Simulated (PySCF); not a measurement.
# One shape, several levels: CH5AsSi (SMILES C1[SiH2][AsH]1)

Aim: a comparison of 6 runs (HF/3-21G, TPSS/STO-3G, B3LYP/6-31G*, PBE0/pcseg-1, wB97X/aug-cc-pVDZ, r2SCAN/cc-pVTZ) of CH5AsSi. Input form: a Python script.

The results are computed with PySCF 2.14.0.

### Step 1. The molecule

CH5AsSi: 8 atoms, total charge 0, spin state singlet. As SMILES, `C1[SiH2][AsH]1`. The coordinates come from a PBE0-D4/def2-TZVP relaxation.

Bond lengths: C1–Si2 1.843 Å, C1–As3 2.046 Å, Si2–As3 2.317 Å, C1–H4 1.084 Å, C1–H5 1.086 Å, Si2–H6 1.480 Å, Si2–H7 1.479 Å, As3–H8 1.526 Å. Some angles: C1–Si2–As3 57.6°, Si2–C1–As3 72.9°, C1–As3–Si2 49.5°, C1–Si2–H6 117.5°, C1–Si2–H7 118.2°, As3–Si2–H6 118.8°, As3–Si2–H7 119.8°, Si2–C1–H4 121.0°, Si2–C1–H5 118.1°, As3–C1–H4 114.8°.

### Step 2. Energy and gradient at HF/3-21G (run 1)

Contents of mol.xyz:

```xyz
8
CH5AsSi
C     -0.770300     0.017900    -0.576000
Si     0.707800     0.663100     0.315700
As    -0.538100    -1.122700     1.107200
H     -0.667200    -0.524000    -1.509300
H     -1.690700     0.591800    -0.522300
H      0.581300     1.973900     0.990500
H      2.040800     0.422300    -0.277100
H      0.428400    -2.079400     0.415600
```

Contents of calc.py:

```python
from pyscf import gto, scf

mol = gto.M(
    atom='mol.xyz',
    max_memory=1860,
    spin=0,
    verbose=3,
    basis='3-21g',
)

mf = scf.RHF(mol)
mf.conv_tol = 1e-10
mf.kernel()
if not mf.converged:
    mf = mf.newton().run(mf.mo_coeff, mf.mo_occ)

e_final = mf.e_tot
print('Final energy', e_final)
grad = mf.nuc_grad_method().kernel()
dip = mf.dip_moment()
pop, q = mf.mulliken_pop()
```

The run is started by

```
$ OMP_NUM_THREADS=1 python calc.py
```

Log:

```text
converged SCF energy = -2551.33792200195
Final energy -2551.337922001949
[... 8 lines left out ...]
Dipole moment(X, Y, Z, Debye):  0.49752,  0.59650, -0.89212
[... 63 lines left out ...]
charge of    7H =     -0.10649
```

Wall time 2.6 s (1 thread of Intel Xeon at 2.70GHz, shared host); peak memory 0.12 GiB.

### Step 3. Energy and forces at TPSS/STO-3G (run 2)

Contents of input.py:

```python
import pyscf.grad
from pyscf import gto, dft

molecule = gto.M(
    atom='''
C   -0.770300   0.017900  -0.576000
Si   0.707800   0.663100   0.315700
As  -0.538100  -1.122700   1.107200
H   -0.667200  -0.524000  -1.509300
H   -1.690700   0.591800  -0.522300
H    0.581300   1.973900   0.990500
H    2.040800   0.422300  -0.277100
H    0.428400  -2.079400   0.415600
''',
    spin=0,
    basis='sto-3g',
    max_memory=1860,
    verbose=3,
)

ks = dft.RKS(molecule, xc='tpss')
ks.grids.level = 5
ks.conv_tol = 1e-10
ks.kernel()
if not ks.converged:
    ks = ks.newton().run(ks.mo_coeff, ks.mo_occ)

energy = ks.e_tot
print(f'total energy: {energy:.8f} hartree')
grad = ks.Gradients().kernel()
ks.analyze()
```

The run is started by

```
$ OMP_NUM_THREADS=1 python input.py
```

Log:

```text
converged SCF energy = -2537.34093334108
[... 11 lines left out ...]
MO #2   energy= -64.9166513857446  occ= 2
[... 6 lines left out ...]
MO #9   energy= -4.90965899078352  occ= 2
[... 6 lines left out ...]
MO #16  energy= -0.617656468912837 occ= 2
[... 6 lines left out ...]
MO #23  energy= -0.390979371564712 occ= 2
[... 6 lines left out ...]
MO #30  energy= 0.114570663283871  occ= 0
[... 6 lines left out ...]
MO #37  energy= 0.503855814692116  occ= 0
[... 9 lines left out ...]
Dipole moment(X, Y, Z, Debye):  1.02353,  0.59998, -0.59985
```

It took 20 s on 1 thread of Intel Xeon at 2.70GHz, shared host; peak memory 0.43 GiB.

Run 3 isn't shown in full; the table further down has it.

### Step 4. Energy and forces at PBE0/pcseg-1 (run 4)

Contents of calc.py:

```python
# C1[SiH2][AsH]1
import pyscf.grad
from pyscf import gto, dft

mol = gto.M(
    atom='''
C     -1.455656     0.033826    -1.088482
Si     1.337548     1.253077     0.596587
As    -1.016862    -2.121596     2.092305
H     -1.260825    -0.990216    -2.852164
H     -3.194960     1.118340    -0.987004
H      1.098498     3.730130     1.871774
H      3.856553     0.798031    -0.523643
H      0.809559    -3.929497     0.785370
''',
    verbose=4,
    spin=0,
    basis='pcseg-1',
    unit='bohr',
    max_memory=1860,
)

mf = dft.RKS(mol, xc='pbe0')
mf.conv_tol = 1e-10
mf.grids.level = 5
mf.kernel()
if not mf.converged:
    mf = mf.newton().run(mf.mo_coeff, mf.mo_occ)

energy = mf.e_tot
print('Final energy', energy)
grad = mf.Gradients().kernel()
mf.analyze()
```

The run is started by

```
$ OMP_NUM_THREADS=1 python calc.py
```

Log:

```text
PySCF version 2.14.0

[... 101 lines left out ...]
MO #4   energy= -48.1793418791518  occ= 2
[... 15 lines left out ...]
MO #20  energy= -1.66131250366217  occ= 2
[... 15 lines left out ...]
MO #36  energy= 0.107783762322596  occ= 0
[... 15 lines left out ...]
MO #52  energy= 0.563884638949757  occ= 0
[... 15 lines left out ...]
MO #68  energy= 1.89165178211453   occ= 0
[... 15 lines left out ...]
MO #84  energy= 3.23712048506494   occ= 0
[... 95 lines left out ...]
Dipole moment(X, Y, Z, Debye):  0.38705,  0.53706, -0.89178
```

Run time: 38 s. Hardware: 1 thread of Intel Xeon at 2.70GHz, shared host; peak memory 0.82 GiB.

Run 5 isn't shown in full; the table further down has it.

### Step 5. Energy and forces at r2SCAN/cc-pVTZ (run 6)

Contents of job.py:

```python
import pyscf.grad
from pyscf import gto, dft

mol = gto.Mole()
mol.atom = '''
C     -0.770300     0.017900    -0.576000
Si     0.707800     0.663100     0.315700
As    -0.538100    -1.122700     1.107200
H     -0.667200    -0.524000    -1.509300
H     -1.690700     0.591800    -0.522300
H      0.581300     1.973900     0.990500
H      2.040800     0.422300    -0.277100
H      0.428400    -2.079400     0.415600
'''
mol.max_memory = 1860
mol.charge = 0
mol.spin = 0
mol.verbose = 4
mol.basis = 'cc-pvtz'
mol.build()

mf = dft.RKS(mol, xc='r2scan')
mf.grids.level = 5
mf.conv_tol = 1e-10
mf.kernel()
if not mf.converged:
    mf = mf.newton().run(mf.mo_coeff, mf.mo_occ)

etot = mf.e_tot
print('E(%s) = %.9f' % ('R2SCAN', etot))
grad = mf.Gradients().kernel()
dip = mf.dip_moment()
pop, q = mf.mulliken_pop()
```

The run is started by

```
$ OMP_NUM_THREADS=1 python job.py
```

Log:

```text
PySCF version 2.14.0

[... 81 lines left out ...]
converged SCF energy = -2566.46489961522
[... 13 lines left out ...]
Dipole moment(X, Y, Z, Debye):  0.20187,  0.48743, -0.86277
[... 186 lines left out ...]
charge of    7H =     -0.02618
```

Run time: 2.9 min. Hardware: 1 thread of Intel Xeon at 2.70GHz, shared host; peak memory 2.4 GiB.

### Step 6. All runs side by side

```csv
run,level,integration grid,energy (Eh),dipole moment (D),HOMO energy (eV),LUMO energy (eV),wall time
1,HF/3-21G,–,-2551.337922,1.18,-9.02,2.87,2.6 s
2,TPSS/STO-3G,5,-2537.340933,1.33,-3.46,3.12,20 s
3,B3LYP/6-31G* (spherical functions),5,-2566.204687,1.16,-6.57,-0.36,36 s
4,PBE0/pcseg-1,5,-2565.733142,1.11,-6.96,-0.29,38 s
5,wB97X/aug-cc-pVDZ,5,-2566.447433,1.01,-9.03,1.06,2.1 min
6,r2SCAN/cc-pVTZ,5,-2566.464900,1.01,-6.14,-0.90,2.9 min
```

### Step 7. Results

| quantity | value |
| --- | --- |
| run 6: total energy | -2566.46490 Eh |
| run 6: dipole moment | 1.01 D |
| run 6: HOMO energy | -6.14 eV |
| run 6: LUMO energy | -0.90 eV |
| run 6: HOMO–LUMO gap | 5.24 eV |
| run 6: largest force on an atom | 0.215 eV/Å |

The dipole moment (its size) runs from 1.01 D (r2SCAN/cc-pVTZ) to 1.33 D (TPSS/STO-3G). The two ends differ in method and basis. The HOMO–LUMO gap runs from 5.24 eV (r2SCAN/cc-pVTZ) to 11.88 eV (HF/3-21G). Totals of different functionals can't be ranked against each other. In run 2 the basis is minimal, so the values are rough. All runs together took 6.6 min, the longest 2.9 min.
